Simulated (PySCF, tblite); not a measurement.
# C₄H₁₄OSi₃: geometry, infrared bands and NMR shifts

Aim: predict the infrared bands and NMR shifts of C₄H₁₄OSi₃ (`CC(C)([SiH3])C(=O)[SiH2][SiH3]`).

Computed with tblite 0.8.0 and PySCF 2.14.0, with density-fitted response routines of our own, on a single molecule in the gas phase. Atoms count from 0, in the outputs and in this text.

## 1. Starting geometry

22 atoms, charge 0, multiplicity 1; geometry from: force field or distance geometry start.

Bonds of the start (Å): C0–C1 1.54, C1–C2 1.54, C1–Si3 1.94, C1–C4 1.55, C4–O5 1.22, C4–Si6 1.90, Si6–Si7 2.30, C0–H8 1.09, C0–H9 1.10, C0–H10 1.11, C2–H11 1.11, C2–H12 1.09, C2–H13 1.10, Si3–H14 1.48, Si3–H15 1.48, Si3–H16 1.49, Si6–H17 1.50, Si6–H18 1.50, Si7–H19 1.49, Si7–H20 1.48, Si7–H21 1.49.

## 2. Relaxing the molecule with GFN2-xTB

The job: settings as JSON, then the geometry in Å.

```
{"job": {"kind": "relax", "xc": "GFN2-xTB", "basis": "xTB"}, "charge": 0, "multiplicity": 1}
C     -1.515800     1.804900     0.086100
C     -0.990800     0.358100    -0.007600
C     -0.782300     0.032200    -1.494300
Si    -2.267700    -0.851700     0.815000
C      0.346300     0.297600     0.780500
O      0.685000     1.150400     1.585600
Si     1.584900    -1.130500     0.591200
Si     3.432700    -0.280300    -0.481300
H     -0.799500     2.513200    -0.339200
H     -1.710200     2.115900     1.128200
H     -2.471300     1.921000    -0.461100
H     -1.714300     0.219000    -2.065400
H     -0.525300    -1.009100    -1.665200
H      0.002400     0.659100    -1.935100
H     -1.742600    -2.235200     0.732500
H     -3.554000    -0.778000     0.094700
H     -2.477200    -0.497000     2.250300
H      0.990700    -2.243700    -0.214900
H      1.948100    -1.723600     1.920900
H      4.139300     0.750500     0.321600
H      4.392600    -1.369200    -0.777400
H      3.018600     0.315800    -1.785700
```

Started as:

```console
> OMP_NUM_THREADS=1 python probes_run.py task.json out
```

This one command runs all jobs of the session in turn.

**Question.** This job is followed by: GFN2-xTB harmonic vibrations, gas phase; GIAO PBE0/pcSseg-1 NMR shielding, non-relativistic, gas phase. What will the session give for the following? strongest single infrared mode (GFN2-xTB); zero-point energy (GFN2-xTB); 13C shifts against TMS (PBE0/pcSseg-1, means over atoms taken as alike); 1H shifts against TMS (PBE0/pcSseg-1, means over atoms taken as alike); 29Si shifts against TMS (PBE0/pcSseg-1); 17O shifts against H2O (PBE0/pcSseg-1).

The runs gave:

```
                                                               quantity                       value
                              strongest single infrared mode (GFN2-xTB)        674 cm⁻¹, 608 km/mol
                                           zero-point energy (GFN2-xTB)               97.4 kcal/mol
13C shifts against TMS (PBE0/pcSseg-1, means over atoms taken as alike)       251.3, 52.2, 22.6 ppm
 1H shifts against TMS (PBE0/pcSseg-1, means over atoms taken as alike)  4.33, 3.76, 3.55, 1.47 ppm
                                29Si shifts against TMS (PBE0/pcSseg-1)    -49.7, -97.5, -115.8 ppm
                                 17O shifts against H2O (PBE0/pcSseg-1)                   842.1 ppm
```

In words: Relaxing lowered the energy by 0.205 eV in 106 steps; the close pair that moved most is C1–C4, from 1.553 to 1.497 Å. The lowest mode is imaginary (41i cm⁻¹), so the xTB geometry is not a minimum. The strongest single mode, at 674 cm⁻¹, is spread over several atoms, H18, H17, C4, Si6 among them. Unscaled tight-binding wavenumbers are off by several per cent, some by more. Its intensities can rank the bands wrongly. At PBE0/pcSseg-1: The widest tensor belongs to O5: span 1723 ppm, with a paramagnetic part of -908 ppm.
